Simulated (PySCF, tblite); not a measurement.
# C₄H₁₁NSSi: geometry, infrared bands and NMR shifts

Wanted: the infrared bands and NMR shifts of C₄H₁₁NSSi (`C=C[C@H](C)N[SiH2]S`), by calculation.

Computed with tblite 0.8.0 and PySCF 2.14.0, with density-fitted response routines of our own, on a single molecule in the gas phase. Atoms are numbered from 0 throughout.

## (1) The molecule as given

18 atoms, charge 0, multiplicity 1; geometry from: force field or distance geometry start.

Bonds of the start (Å): C0–C1 1.35, C1–C2 1.50, C2–C3 1.51, C2–N4 1.44, N4–Si5 1.78, Si5–S6 2.13, C0–H7 1.07, C0–H8 1.09, C1–H9 1.08, C2–H10 1.09, C3–H11 1.12, C3–H12 1.14, C3–H13 1.12, N4–H14 1.05, Si5–H15 1.48, Si5–H16 1.49, S6–H17 1.42.

## (2) Geometry optimisation with GFN2-xTB

The job: settings as JSON, then the geometry in Å.

```
{"job": {"kind": "relax", "xc": "GFN2-xTB", "basis": "xTB"}, "charge": 0, "multiplicity": 1}
C      2.813600     0.279300    -0.453600
C      1.740100    -0.518000    -0.611700
C      0.560200    -0.164400     0.247100
C     -0.272900    -1.423600     0.315600
N     -0.218300     0.884300    -0.367400
Si    -1.651200     1.357600     0.578200
S     -3.461200     1.131800    -0.512900
H      3.697600     0.086300    -1.021900
H      2.755000     1.114000     0.241700
H      1.735000    -1.370600    -1.271900
H      0.962200     0.105800     1.228900
H      0.230000    -2.248500     0.875000
H     -1.265800    -1.255900     0.841600
H     -0.418200    -1.775000    -0.739700
H     -0.510100     0.557100    -1.324400
H     -1.684800     0.585400     1.836600
H     -1.525500     2.801900     0.935900
H     -3.494600    -0.141400    -1.137900
```

Command:

```sh
$ OMP_NUM_THREADS=1 python probes_run.py task.json out
```

One launch serves the whole session: the jobs run in the order shown.

**Question.** This job is followed by: GFN2-xTB harmonic vibrations, gas phase; GIAO PBE0/pcSseg-1 NMR shielding, non-relativistic, gas phase. What will the session give for the following? strongest single infrared mode (GFN2-xTB); zero-point energy (GFN2-xTB); 13C shifts against TMS (PBE0/pcSseg-1); 1H shifts against TMS (PBE0/pcSseg-1, means over atoms taken as alike); 15N shifts against NH3 (PBE0/pcSseg-1); 29Si shifts against TMS (PBE0/pcSseg-1); 33S shifts against CS2 (PBE0/pcSseg-1).

As calculated:

| quantity | value |
| --- | --- |
| strongest single infrared mode (GFN2-xTB) | 2268 cm⁻¹, 325 km/mol |
| zero-point energy (GFN2-xTB) | 87.0 kcal/mol |
| 13C shifts against TMS (PBE0/pcSseg-1) | 152.9, 118.5, 56.4, 27.6 ppm |
| 1H shifts against TMS (PBE0/pcSseg-1, means over atoms taken as alike) | 5.84, 5.27, 5.24, 5.22, 5.11, 3.02, 1.25, 0.27, 0.14 ppm |
| 15N shifts against NH3 (PBE0/pcSseg-1) | 64.5 ppm |
| 29Si shifts against TMS (PBE0/pcSseg-1) | -31.8 ppm |
| 33S shifts against CS2 (PBE0/pcSseg-1) | -243 ppm |

**Reading.** The optimisation took 157 steps and gained 0.958 eV; among the close pairs (by a distance rule), S6–H17 changed most, from 1.419 to 1.323 Å. No mode is imaginary among the 48: a minimum at this level. The strongest single mode, at 2268 cm⁻¹, moves mainly H15 and H16. Unscaled tight-binding wavenumbers are off by several per cent, some by more. Its intensities can rank the bands wrongly. C1 (alkene CH) lies farthest downfield among carbon, at 152.9 ppm; an sp2 carbon of a C=C bond. H9 (hydrogen on an alkene CH) lies farthest downfield among hydrogen, at 5.84 ppm; attached to an sp2 carbon and in the plane of the double bond. At PBE0/pcSseg-1: Shielding is most anisotropic at S6 (span 242 ppm, paramagnetic term -311 ppm).
